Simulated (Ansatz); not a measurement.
# SiW3: the cost of one run

Computed with Ansatz 0.2.0 (DFT PBE, scalar-relativistic, plane waves, PAW, unless a step's input says otherwise).

1 further run of the same task is left out (set aside as unsound or not needed). Runs told in other sessions of the task aren't counted.

## 1. Starting point

It takes space group Im-3m (No. 229, cubic). Conventional cell: a = 5.208 Å, b = 5.208 Å, c = 5.208 Å, α = 90.00°, β = 90.00°, γ = 90.00°. Around Si (site symmetry m-3m) lie 6 W at 2.60 Å. W (site symmetry 4/mmm) is surrounded by 2 Si at 2.60 Å and 4 W at 2.60 Å.

As a file:

```cif
data_structure
_symmetry_space_group_name_H-M 'P 1'
_symmetry_Int_Tables_number 1
_cell_length_a 4.5099
_cell_length_b 4.5099
_cell_length_c 4.5099
_cell_angle_alpha 109.471
_cell_angle_beta 109.471
_cell_angle_gamma 109.471
_cell_volume 70.61
loop_
_atom_site_label
_atom_site_type_symbol
_atom_site_fract_x
_atom_site_fract_y
_atom_site_fract_z
_atom_site_occupancy
Si1 Si 0.00000 0.00000 0.00000 1
W1 W 0.50000 0.50000 0.00000 1
W2 W 0.50000 0.00000 0.50000 1
W3 W 0.00000 0.50000 0.50000 1
```

It goes back to an entry of the Materials Project, which need not be the stable form.

This cell was relaxed beforehand with the same method: volume 17.65 Å³/atom, gap on the mesh none (metal).

## 2. Zero of energy

The reference gives a free energy of -31784.9044 eV, pressure 0.02 GPa, largest force 0.000 eV/Å and gap on the mesh none (metal). It was computed beforehand with the settings of the runs below.

## 3. Setting up moving one atom along a line

Atom 2 (W) is moved by x along the Cartesian unit vector (0.000, 0.000, -1.000); the cell and all other atoms stay fixed. Forces below are components along that vector, summed over the moved atoms. In a periodic cell its images move with it.

## 4. At x = -0.300 Å

The input, input.yaml:

```yaml
crystal:
  lattice:
    - [-2.6037661906, 2.6037661906, 2.6037661906]
    - [2.6037661906, -2.6037661906, 2.6037661906]
    - [2.6037661906, 2.6037661906, -2.6037661906]
  atoms:
    - { symbol: Si, position: [0.0, 0.0, 0.0] }
    - { symbol: W, position: [0.5576088593, 0.5576088593, 0.0] }
    - { symbol: W, position: [0.5, 0.0, 0.5] }
    - { symbol: W, position: [0.0, 0.5, 0.5] }
basis:
  ecutwfc: 420
kpoints:
  mp_grid: { grid: [14, 14, 14] }
hamiltonian:
  xc: pbe
scf:
  occupations: { method: gaussian, width: 0.15 }
output:
  forces: true
  stress: true
  eigenvalues: true
```

Launch:

```bash
ansatz run input.yaml --threads 1 --pin off --max-ram 2560MiB --backend cpu --events-out ev --progress --plain --runs-dir out
```

What time and memory should one allow on 1 thread of Intel Xeon Platinum 8259CL at 2.50GHz (Skylake/Cascade Lake), shared host?

About 29 s, with a peak of 0.66 GiB.
